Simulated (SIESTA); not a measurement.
# Mg6SiNi under changes of volume

One of the cells (18.737 Å³/atom); the others are scaled copies at fixed shape and fractional positions:

```
Ni Si Mg
1.0
     4.67011    0.00000    0.00000
     0.00000    3.06729    5.23210
     0.00000   -3.06729    5.23210
Ni Si Mg
1 1 6
Direct
  0.00000 0.81663 0.81663
  0.50000 0.67834 0.67834
  0.50000 0.16731 0.16731
  0.50000 0.67273 0.14411
  0.50000 0.14411 0.67273
  0.00000 0.33689 0.33689
  0.00000 0.83333 0.35067
  0.00000 0.35067 0.83333
```

The cell comes from a database or a generator and needn't be the stable form of this composition.

- Program: SIESTA 5.4.2
- Functional: LDA
- Potentials or basis: PseudoDojo 0.4 standard (LDA files)
- Basis: DZP (energy shift 0.003 Ry; two zetas on semicore shells)
- Grid cutoff: 800 Ry
- Energy shift: 0.003 Ry
- k mesh: 4 × 4 × 4
- Occupations: fermi-dirac, width 0.05 eV
- Spin: collinear spin, ferromagnetic start
- Starting moments: [1.0, 0.0, 0.0, 0.0, 0.0, 0.0, 0.0, 0.0] μB

```csv
volume (Å³/atom),energy over the lowest point (meV/atom),pressure (GPa),largest force (eV/Å)
17.613,4.32,2.2,0.144
17.987,0.69,0.9,0.159
18.362,0.00,-0.3,0.183
18.737,1.97,-1.4,0.204
19.112,?,?,?
19.486,12.88,-3.2,0.241
19.861,21.36,-4.0,0.257
```

Q: What does the run at 19.112 Å³/atom give?

A: Energy over the lowest point 6.34 meV/atom; pressure -2.3 GPa; largest force 0.224 eV/Å.

Worked out: A Birch-Murnaghan fit of order 3 (a polynomial in V^(-2/3)) to the other rows has its minimum at 18.27 Å³/atom with B0 = V·E''(V) = 57 GPa and B' = 4.1 at fixed shape and positions, which overstates the stiffness. It gives 6.35 meV/atom at 19.112 Å³/atom, against the run's 6.34, and -dE/dV = -2.3 GPa, against -2.3.

Energies are extrapolated to zero smearing.

Caveats: short orbitals over semicore shells can move pressures by several GPa; the basis of atomic orbitals isn't converged, which shifts pressures, moduli and gaps.
